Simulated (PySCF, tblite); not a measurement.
**C₃H₁₁NSi₃: geometry, infrared bands and NMR shifts**

Aim: predict the infrared bands and NMR shifts of C₃H₁₁NSi₃ (`C[C@@H](C#N)[SiH]([SiH3])[SiH3]`).

Programs: tblite 0.8.0 and PySCF 2.14.0, with density-fitted response routines of our own. Each step states its level of theory. These are calculated values for one molecule in the gas phase, unless marked as measured. Atoms count from 0, in the outputs and in this text.

## Step 1: The starting structure

18 atoms, charge 0, multiplicity 1; geometry from: force field or distance geometry start.

Bonds of the start (Å): C0–C1 1.52, C1–C2 1.46, C2–N3 1.17, C1–Si4 1.89, Si4–Si5 2.29, Si4–Si6 2.30, C0–H7 1.09, C0–H8 1.10, C0–H9 1.10, C1–H10 1.11, Si4–H11 1.49, Si5–H12 1.47, Si5–H13 1.49, Si5–H14 1.48, Si6–H15 1.49, Si6–H16 1.48, Si6–H17 1.48.

## Step 2: Relaxing the molecule with GFN2-xTB

Job settings and geometry (Å):

```
{"job": {"kind": "relax", "xc": "GFN2-xTB", "basis": "xTB"}, "charge": 0, "multiplicity": 1}
C     -2.365900    -0.180900     0.481800
C     -1.068000    -0.784400    -0.036500
C     -1.043700    -0.780500    -1.498100
N     -1.034200    -0.756200    -2.669300
Si     0.488500    -0.003300     0.695700
Si     2.332500    -1.178400     0.004300
Si     0.780700     2.131000    -0.109200
H     -3.231600    -0.721000     0.090400
H     -2.481300     0.865800     0.177500
H     -2.437400    -0.215800     1.580900
H     -1.059600    -1.839400     0.296500
H      0.386200    -0.008000     2.180300
H      2.475800    -1.116300    -1.457700
H      3.565500    -0.626200     0.639600
H      2.179300    -2.589300     0.417900
H     -0.430700     2.933500     0.226200
H      0.976900     2.121900    -1.572000
H      1.958200     2.753800     0.540000
```

The run is started by

```sh
> OMP_NUM_THREADS=1 python probes_run.py task.json out
```

This one command runs all jobs of the session in turn.

Standard output:

```text
step      E/eV     max force
  0    -546.02907    3.232
  1    -545.93840    8.629
  2    -546.15074    0.576
  3    -546.16967    0.445
  4    -546.20459    0.418
  5    -546.21505    0.393
  6    -546.23598    0.233
  7    -546.24623    0.309
  8    -546.25912    0.277
  9    -546.26855    0.205
 10    -546.27676    0.206
 11    -546.28206    0.197
 12    -546.28571    0.158
 13    -546.28816    0.106
 14    -546.28981    0.074
 15    -546.29079    0.070
 16    -546.29144    0.057
 17    -546.29203    0.054
 18    -546.29266    0.064
 19    -546.29334    0.076
 20    -546.29402    0.083
 21    -546.29467    0.079
 22    -546.29533    0.060
 23    -546.29604    0.061
 24    -546.29683    0.074
 25    -546.29770    0.080
 26    -546.29871    0.095
 27    -546.29991    0.097
 28    -546.30126    0.102
 29    -546.30256    0.076
 30    -546.30362    0.071
 31    -546.30438    0.072
 32    -546.30496    0.064
 33    -546.30550    0.064
 34    -546.30608    0.051
 35    -546.30669    0.065
 36    -546.30726    0.053
 37    -546.30774    0.057
 38    -546.30823    0.057
 39    -546.30881    0.076
 40    -546.30936    0.068
 41    -546.30973    0.048
 42    -546.30995    0.037
 43    -546.31013    0.043
 44    -546.31036    0.060
 45    -546.31062    0.056
 46    -546.31083    0.034
 47    -546.31096    0.027
 48    -546.31107    0.032
 49    -546.31116    0.035
 50    -546.31124    0.028
 51    -546.31132    0.023
 52    -546.31140    0.034
 53    -546.31149    0.041
 54    -546.31159    0.033
 55    -546.31164    0.016
 56    -546.31168    0.016
 57    -546.31172    0.024
 58    -546.31176    0.027
 59    -546.31180    0.021
 60    -546.31182    0.014
 61    -546.31184    0.013
 62    -546.31187    0.017
 63    -546.31189    0.016
 64    -546.31191    0.013
 65    -546.31192    0.012
 66    -546.31195    0.015
 67    -546.31198    0.021
 68    -546.31203    0.025
 69    -546.31210    0.024
 70    -546.31219    0.027
 71    -546.31231    0.036
 72    -546.31248    0.042
 73    -546.31265    0.033
 74    -546.31277    0.027
 75    -546.31287    0.024
 76    -546.31297    0.030
 77    -546.31307    0.031
 78    -546.31315    0.021
 79    -546.31321    0.020
 80    -546.31326    0.024
 81    -546.31334    0.036
 82    -546.31343    0.038
 83    -546.31350    0.027
 84    -546.31355    0.018
 85    -546.31361    0.030
 86    -546.31372    0.042
 87    -546.31389    0.050
 88    -546.31406    0.039
 89    -546.31416    0.019
 90    -546.31423    0.019
 91    -546.31429    0.031
 92    -546.31438    0.047
 93    -546.31453    0.042
 94    -546.31472    0.025
 95    -546.31484    0.032
 96    -546.31495    0.034
 97    -546.31521    0.054
 98    -546.31560    0.089
 99    -546.31580    0.077
100    -546.31655    0.051
101    -546.31690    0.037
102    -546.31712    0.043
103    -546.31737    0.056
104    -546.31748    0.165
105    -546.31777    0.052
106    -546.31796    0.061
107    -546.31819    0.029
108    -546.31829    0.032
109    -546.31848    0.039
110    -546.31867    0.042
111    -546.31896    0.040
112    -546.31920    0.026
113    -546.31933    0.021
114    -546.31937    0.024
115    -546.31944    0.020
116    -546.31949    0.016
117    -546.31957    0.019
118    -546.31963    0.024
119    -546.31970    0.021
120    -546.31974    0.014
121    -546.31977    0.014
122    -546.31980    0.018
123    -546.31984    0.019
124    -546.31987    0.013
125    -546.31989    0.010
```

Wall time 3.9 s (1 thread of Intel Xeon at 2.50GHz, shared host).

Relaxation path: (not every step is listed) (the energy doesn't fall at every step)

| step | energy from step 0 (eV) | largest force (eV/Å) |
| --- | --- | --- |
| 0 | 0.0000 | 3.2325 |
| 1 | 0.0907 | 8.6290 |
| 2 | -0.1217 | 0.5757 |
| 3 | -0.1406 | 0.4447 |
| 4 | -0.1755 | 0.4177 |
| 5 | -0.1860 | 0.3926 |
| 6 | -0.2069 | 0.2327 |
| 7 | -0.2172 | 0.3091 |
| 8 | -0.2301 | 0.2766 |
| 19 | -0.2643 | 0.0762 |
| 30 | -0.2745 | 0.0709 |
| 41 | -0.2807 | 0.0479 |
| 52 | -0.2823 | 0.0345 |
| 63 | -0.2828 | 0.0165 |
| 74 | -0.2837 | 0.0274 |
| 85 | -0.2845 | 0.0296 |
| 96 | -0.2859 | 0.0342 |
| 107 | -0.2891 | 0.0295 |
| 118 | -0.2906 | 0.0235 |
| 120 | -0.2907 | 0.0139 |
| 121 | -0.2907 | 0.0142 |
| 122 | -0.2907 | 0.0177 |
| 123 | -0.2908 | 0.0193 |
| 124 | -0.2908 | 0.0126 |
| 125 | -0.2908 | 0.0102 |

Distances of close pairs at the start and the end, largest changes first:

| bond | before (Å) | after (Å) | change (Å) |
| --- | --- | --- | --- |
| C1–Si4 | 1.889 | 1.950 | +0.061 |
| C1–C2 | 1.462 | 1.427 | -0.035 |
| Si4–Si5 | 2.293 | 2.326 | +0.033 |
| Si4–Si6 | 2.300 | 2.328 | +0.028 |
| Si5–H13 | 1.493 | 1.465 | -0.028 |
| C2–N3 | 1.171 | 1.146 | -0.025 |
| Si6–H15 | 1.491 | 1.468 | -0.024 |
| Si6–H17 | 1.482 | 1.465 | -0.017 |

The end geometry stands in the next job.

## Step 3: Infrared spectrum with GFN2-xTB

Job settings and geometry (Å):

```
{"job": {"kind": "ir", "xc": "GFN2-xTB", "basis": "xTB"}, "charge": 0, "multiplicity": 1}
C     -2.300593    -0.070870     0.344507
C     -1.032735    -0.826344    -0.051878
C     -0.915134    -0.895250    -1.472261
N     -0.781384    -0.910834    -2.610506
Si     0.582799     0.010355     0.649909
Si     2.369951    -1.343110     0.029967
Si     0.564583     2.250757     0.018174
H     -3.190496    -0.585396    -0.017645
H     -2.294688     0.934683    -0.073049
H     -2.364538     0.005762     1.428021
H     -1.090649    -1.852115     0.327857
H      0.320954    -0.105292     2.105861
H      2.463621    -1.492303    -1.420940
H      3.622624    -0.748209     0.502306
H      2.304259    -2.692307     0.601631
H     -0.315443     3.087335     0.842436
H      0.135934     2.429967    -1.369542
H      1.912176     2.809488     0.153496
```

Standard output:

```text
mode    cm-1     km/mol
  1      31.8      1.58
  2      40.3      0.53
  3      65.8      0.03
  4      78.8      0.87
  5      91.9      4.63
  6      98.6      2.04
  7     167.5     10.08
  8     196.7      0.44
  9     223.1      5.23
 10     262.7      4.17
 11     371.8     13.36
 12     401.8     17.98
 13     414.0      2.15
 14     428.6     36.94
 15     450.4     22.17
 16     484.7     13.11
 17     503.0     12.47
 18     539.6      2.32
 19     586.9    424.58
 20     621.1     54.33
 21     682.4    178.29
 22     761.7    772.11
 23     792.4    241.12
 24     800.8    130.97
 25     807.8    146.16
 26     813.1     33.74
 27     825.3    244.98
 28     921.7     25.14
 29     991.0     13.93
 30    1083.1      1.02
 31    1090.5      5.84
 32    1159.3     20.61
 33    1273.8      5.43
 34    1415.0      2.06
 35    1497.0      2.14
 36    1503.8      7.02
 37    2067.9    257.12
 38    2216.6    262.90
 39    2222.3    250.75
 40    2235.0      8.24
 41    2243.9    514.95
 42    2256.2    211.40
 43    2273.6    327.05
 44    2384.8    271.18
 45    2916.1     22.17
 46    3008.3     38.40
 47    3023.2     29.27
 48    3029.8     15.67
```

Wall time 3.7 s (1 thread of Intel Xeon at 2.50GHz, shared host).

Which atoms move in the most intense modes:

| cm⁻¹ | km/mol | atoms |
| --- | --- | --- |
| 587 | 424.6 | H11 70 %, Si4 14 % |
| 762 | 772.1 | H12 18 %, H16 16 %, H13 15 %, H17 15 % |
| 2068 | 257.1 | H11 96 % |
| 2217 | 262.9 | H15 94 % |
| 2222 | 250.8 | H14 92 % |
| 2244 | 515.0 | H17 47 %, H13 47 % |
| 2274 | 327.1 | H12 93 % |
| 2385 | 271.2 | C2 60 %, N3 39 % |

## Step 4: Nuclear shieldings: PBE0/pcSseg-1

Settings changed since step 3:

```diff
@@ -1,2 +1,2 @@
-{"job": {"kind": "ir", "xc": "GFN2-xTB", "basis": "xTB"}, "charge": 0, "multiplicity": 1}
+{"job": {"kind": "nmr", "xc": "PBE0", "basis": "pcSseg-1"}, "charge": 0, "multiplicity": 1}
 C     -2.300593    -0.070870     0.344507
```

Method: GIAO PBE0/pcSseg-1 NMR shielding, non-relativistic, gas phase.

Standard output:

```text
coarse grid: 16016 points
cycle   1  E = -1043.4216244612  dE =  3.595e-01  |g| = 4.435e-01  |ddm| = 3.765e+00
cycle   2  E = -1043.3047399405  dE =  1.169e-01  |g| = 8.601e-01  |ddm| = 1.175e+00
cycle   3  E = -1043.4683197957  dE = -1.636e-01  |g| = 1.317e-01  |ddm| = 7.673e-01
cycle   4  E = -1043.4721516621  dE = -3.832e-03  |g| = 3.947e-02  |ddm| = 1.355e-01
cycle   5  E = -1043.4725346124  dE = -3.830e-04  |g| = 7.854e-03  |ddm| = 4.344e-02
cycle   6  E = -1043.4725488077  dE = -1.420e-05  |g| = 1.832e-03  |ddm| = 8.782e-03
cycle   7  E = -1043.4725496327  dE = -8.250e-07  |g| = 3.700e-04  |ddm| = 2.572e-03
final grid: 139488 points
cycle   8  E = -1043.5107211315  dE = -2.359e-05  |g| = 5.465e-03  |ddm| = 2.219e-02
cycle   9  E = -1043.5107193266  dE =  1.805e-06  |g| = 5.970e-03  |ddm| = 1.047e-02
cycle  10  E = -1043.5107283980  dE = -9.071e-06  |g| = 7.373e-04  |ddm| = 5.666e-03
cycle  11  E = -1043.5107284876  dE = -8.969e-08  |g| = 4.331e-04  |ddm| = 9.638e-04
cycle  12  E = -1043.5107285257  dE = -3.808e-08  |g| = 9.087e-05  |ddm| = 3.297e-04
cycle  13  E = -1043.5107285276  dE = -1.870e-09  |g| = 1.853e-05  |ddm| = 8.880e-05
cycle  14  E = -1043.5107285277  dE = -8.367e-11  |g| = 3.872e-06  |ddm| = 2.692e-05
converged SCF energy = -1043.5107285277

GIAO shielding tensors (ppm)
atom      isotropic    diamagn.    paramagn.     s11        s22        s33       span
  0 C      166.656     246.639     -79.983    154.328    159.526    186.115     31.787
  1 C      178.909     255.079     -76.169    169.458    178.502    188.768     19.310
  2 C       59.609     263.308    -203.699    -61.474    -53.573    293.874    355.348
  3 N      -29.911     341.782    -371.693   -197.979   -177.493    285.739    483.718
  4 Si     412.176     882.683    -470.507    364.742    402.307    469.479    104.737
  5 Si     463.061     880.768    -417.706    448.256    462.315    478.613     30.357
  6 Si     467.969     881.049    -413.080    456.398    467.003    480.505     24.107
  7 H       29.815      28.096       1.719     24.647     27.204     37.594     12.947
  8 H       30.446      30.477      -0.030     25.744     30.586     35.009      9.265
  9 H       30.502      30.109       0.392     25.769     28.523     37.214     11.445
 10 H       29.779      31.725      -1.947     26.017     27.495     35.824      9.807
 11 H       27.626      31.189      -3.563     24.475     25.617     32.787      8.312
 12 H       27.852      29.745      -1.893     24.196     26.614     32.746      8.550
 13 H       28.249      29.141      -0.893     24.391     26.074     34.281      9.890
 14 H       28.079      29.216      -1.137     24.458     25.769     34.010      9.552
 15 H       27.997      29.430      -1.433     24.297     25.905     33.789      9.493
 16 H       27.879      30.095      -2.216     24.190     26.612     32.837      8.647
 17 H       28.271      29.454      -1.183     24.345     26.205     34.263      9.918
```

Run time: 1.9 min. Hardware: 1 thread of Intel Xeon at 2.50GHz, shared host; peak memory 0.98 GiB.

The references, computed at this level on geometries of the same kind, shield at (ppm): ¹H TMS 31.72, ¹³C TMS 186.9, ²⁹Si TMS 349.2, ¹⁵N NH3 267.7. Their shielding less the atom's gives the shift. The references are single molecules in the gas phase, so shifts against H2O, NH3, PH3, H3PO4 or CFCl3 are not on the usual liquid scales and can be off by tens of ppm. Atoms listed in one row are averaged.

| atoms | environment | σ (ppm) | δ (ppm) | δ scaled to CDCl3 |
| --- | --- | --- | --- | --- |
| C2 | nitrile carbon | 59.6 | 127.3 | 122.3 |
| C0 | methyl carbon | 166.7 | 20.3 | 17.9 |
| C1 | sp3 CH bonded to Si, α to a nitrile | 178.9 | 8.0 | 5.9 |
| H11 | hydrogen on a silicon bonded to C, 2 Si | 27.63 | 4.09 | – |
| H15, H16, H17 | hydrogen on a silicon bonded to Si | 28.05 | 3.67 | – |
| H12, H13, H14 | hydrogen on a silicon bonded to Si | 28.06 | 3.66 | – |
| H10 | hydrogen on an sp3 CH bonded to Si, α to a nitrile | 29.78 | 1.94 | 1.93 |
| H7, H8, H9 | hydrogen on a methyl carbon | 30.25 | 1.46 | 1.48 |
| N3 | nitrile nitrogen | -29.9 | 297.6 | – |
| Si4 | silicon bonded to C, 2 Si, H | 412.2 | -63.0 | – |
| Si5 | silicon bonded to Si, 3 H | 463.1 | -113.9 | – |
| Si6 | silicon bonded to Si, 3 H | 468.0 | -118.8 | – |

The scaled column applies a straight-line fit of computed shieldings to shifts measured in CDCl3 (root-mean-square error 0.16 ppm for H, 1.9 ppm for C).

Charges from the same density, by scheme (e):

| atoms | Mulliken | IAO | Hirshfeld | ESP fit |
| --- | --- | --- | --- | --- |
| C0 | -0.21 | -0.40 | -0.11 | -0.39 |
| C1 | -0.57 | -0.38 | -0.08 | 0.06 |
| C2 | 0.11 | 0.13 | 0.07 | 0.30 |
| N3 | -0.25 | -0.27 | -0.24 | -0.48 |
| Si4 | 0.08 | 0.31 | 0.20 | 0.13 |
| Si5 | 0.26 | 0.30 | 0.22 | 0.13 |
| Si6 | 0.22 | 0.29 | 0.22 | 0.21 |

Mayer bond orders: C0–C1 1.02, C1–C2 0.99, C2–N3 3.03, C1–Si4 0.81, Si4–Si5 0.90, Si4–Si6 0.88.

## Step 5: Outcome

| quantity | value |
| --- | --- |
| strongest single infrared mode (GFN2-xTB) | 762 cm⁻¹, 772 km/mol |
| zero-point energy (GFN2-xTB) | 74.8 kcal/mol |
| ¹³C shifts against TMS (PBE0/pcSseg-1) | 127.3, 20.3, 8.0 ppm |
| ¹H shifts against TMS (PBE0/pcSseg-1, means over atoms taken as alike) | 4.09, 3.67, 3.66, 1.94, 1.46 ppm |
| ¹⁵N shifts against NH3 (PBE0/pcSseg-1) | 297.6 ppm |
| ²⁹Si shifts against TMS (PBE0/pcSseg-1) | -63.0, -113.9, -118.8 ppm |

In words: Over 125 steps the energy fell by 0.291 eV; of the close pairs, C1–Si4 changed most, 1.889 to 1.950 Å. All 48 modes are real, so the xTB geometry is a minimum. The strongest single mode, at 762 cm⁻¹, has its largest shares on H12, H16, H13 and H17 (the list is cut at 4 atoms). Unscaled tight-binding wavenumbers are off by several per cent, some by more. Its intensities can rank the bands wrongly. At PBE0/pcSseg-1: The widest tensor belongs to N3: span 484 ppm, with a paramagnetic part of -372 ppm.
